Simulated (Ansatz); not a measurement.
**CH₆AuNO: one species, many methods**

How much do the methods differ for CH₆AuNO? The plan is to run it at one geometry with functionals of several rungs and with coupled cluster, and see how far each lands from CCSD(T) at the basis-set limit for the atomisation energy.

Program: Ansatz 0.2.0, Gaussian basis. Level of theory: functionals in def2-TZVPP, the program's frozen cores in correlated methods. These are calculated values, not measurements.

Levels to be run: LDA (SPW92), PBE-D4, revPBE-D4, BLYP-D4, r2SCAN-D4, B97M-V, PBE0-D4, B3LYP-D4, r2SCANh-D4, r2SCAN0-D4, HSE06-D4, BHLYP-D4, CAM-B3LYP-D4, LC-ωPBE, ωB97X-V, ωB97M-V, B2PLYP, PBE-QIDH; CCSD(T)/def2-SVP; CCSD(T)/def2-TZVPP; MP2/def2-QZVPP; extrapolation to the limit; RPA on PBE.

## (1) Structure used throughout

An earlier PBE0-D4 in a triple-zeta def2 set relaxation fixed the geometry. Au takes the def2 core potential; no spin-orbit term is included.

SMILES `C[O][Au-][NH3+]`, 10 atoms, charge 0, spin multiplicity 1.

Atoms are counted from 1 here; the program's logs count them from 0.

Bond lengths: C1–O2 1.394 Å, C1–H5 1.102 Å, C1–H6 1.102 Å, C1–H7 1.099 Å, O2–Au3 1.950 Å, Au3–N4 2.072 Å, N4–H8 1.015 Å, N4–H9 1.015 Å, N4–H10 1.015 Å. Angles: O2–C1–H5 113.5°, O2–C1–H6 113.5°, O2–C1–H7 108.1°, H5–C1–H6 107.2°, H5–C1–H7 107.0°, H6–C1–H7 107.1°, C1–O2–Au3 118.0°, O2–Au3–N4 176.4°, Au3–N4–H8 111.2°, Au3–N4–H9 110.7°, Au3–N4–H10 110.9°, H8–N4–H9 107.9°, H8–N4–H10 108.0°, H9–N4–H10 107.9°.

Coordinates:

```xyz
10

C    -0.38278    1.78087   -1.47496
O     0.72881    1.27433   -0.80393
Au    0.47593   -0.28438    0.34012
N     0.33346   -1.93540    1.58368
H    -0.83791    1.06371   -2.17630
H    -1.18131    2.13053   -0.80161
H    -0.05760    2.64791   -2.06669
H     0.41434   -1.66880    2.55960
H    -0.55939   -2.40137    1.46017
H     1.06644   -2.60739    1.37993
```

## (2) LDA

This LDA is Slater exchange with PW92 correlation.

in.yaml reads:

```yaml
crystal:
  periodic: [false, false, false]
  atoms:
    - {symbol: C, position_ang: [-0.382785, 1.780871, -1.474963]}
    - {symbol: O, position_ang: [0.728810, 1.274329, -0.803927]}
    - {symbol: Au, position_ang: [0.475934, -0.284385, 0.340120]}
    - {symbol: N, position_ang: [0.333460, -1.935397, 1.583680]}
    - {symbol: H, position_ang: [-0.837910, 1.063708, -2.176299]}
    - {symbol: H, position_ang: [-1.181315, 2.130530, -0.801610]}
    - {symbol: H, position_ang: [-0.057597, 2.647911, -2.066686]}
    - {symbol: H, position_ang: [0.414339, -1.668804, 2.559602]}
    - {symbol: H, position_ang: [-0.559391, -2.401373, 1.460169]}
    - {symbol: H, position_ang: [1.066444, -2.607390, 1.379925]}
basis:
  gaussian: {orbitals: def2-TZVPP}
hamiltonian: {xc: lda}
output: {orbitals: {seedname: orbitals}}
```

Started as:

```
$ ansatz run in.yaml --threads 4 --pin off --events-out ev --progress --plain --max-ram 10444MiB
```

Further steps of the session: PBE-D4 (GGA); revPBE-D4 (GGA); BLYP-D4 (GGA); r2SCAN-D4 (meta-GGA); B97M-V (meta-GGA); B3LYP-D4 (hybrid); r2SCANh-D4 (hybrid); r2SCAN0-D4 (hybrid); HSE06-D4 (hybrid); BHLYP-D4 (hybrid); CAM-B3LYP-D4 (range-separated); LC-ωPBE (range-separated); ωB97X-V (range-separated); ωB97M-V (range-separated); B2PLYP (double hybrid); PBE-QIDH (double hybrid); CCSD(T) in def2-SVP; CCSD(T) in def2-TZVPP; MP2 in def2-QZVPP; RPA on PBE orbitals.

Q: Predict the results of all the runs planned. Wanted: atomisation energy, CCSD(T)/CBS; farthest beyond LDA; mean size of error, GGA; mean size of error, meta-GGA; mean size of error, hybrid; mean size of error, range-separated; mean size of error, double hybrid; gap, smallest and largest; T1 diagnostic.

**Answer**, as computed:

| quantity | value |
| --- | --- |
| atomisation energy, CCSD(T)/CBS | 792.1 kcal/mol |
| functionals within 4.0 kcal/mol (0.5 %) | BLYP-D4, CAM-B3LYP-D4 |
| farthest beyond LDA | BHLYP-D4 (-41.1 kcal/mol) |
| mean size of error, GGA | 8.7 kcal/mol |
| mean size of error, meta-GGA | 8.0 kcal/mol |
| mean size of error, hybrid | 18.3 kcal/mol |
| mean size of error, range-separated | 7.7 kcal/mol |
| mean size of error, double hybrid | 17.3 kcal/mol |
| gap, smallest and largest | 2.78 eV (BLYP-D4), 9.72 eV (LC-ωPBE) |
| T1 diagnostic | 0.0153 |
| triples share of the correlation energy | 3.7 % |

What this shows: The LDA atomisation energy is off by 125.9 kcal/mol (16 %): it overbinds. PBE-D4 is off by +11.9 kcal/mol. Double hybrids carry the basis error of their MP2 part in triple zeta, and no dispersion term here, so their miss is partly the set-up's. By mean error the best rung here is range-separated (7.7 kcal/mol) and the worst beyond LDA is hybrid (18.3 kcal/mol). double hybrid functionals lie within the reference's doubt of that worst mean (17.3 kcal/mol), so those two tie. The gap between the best rungs is small, so their order is not settled. The mean of the hybrids holds BHLYP, with half exact exchange. Misses under about 4.0 kcal/mol are within the doubt on the reference itself, which lacks core-valence correlation, spin-orbit coupling and higher excitations. All levels share the lack of spin-orbit coupling, which lowers the free heavy atoms and so the true binding. Hartree-Fock recovers 66 % of the binding; the rest is correlation. CCSD(T) in def2-SVP is off by -56.5 kcal/mol, worse than the median functional, from the basis alone. Orbital gaps span 2.8 to 9.7 eV; exact exchange widens them. Correlated methods include outer-core shells of Au, which these sets cover unevenly.
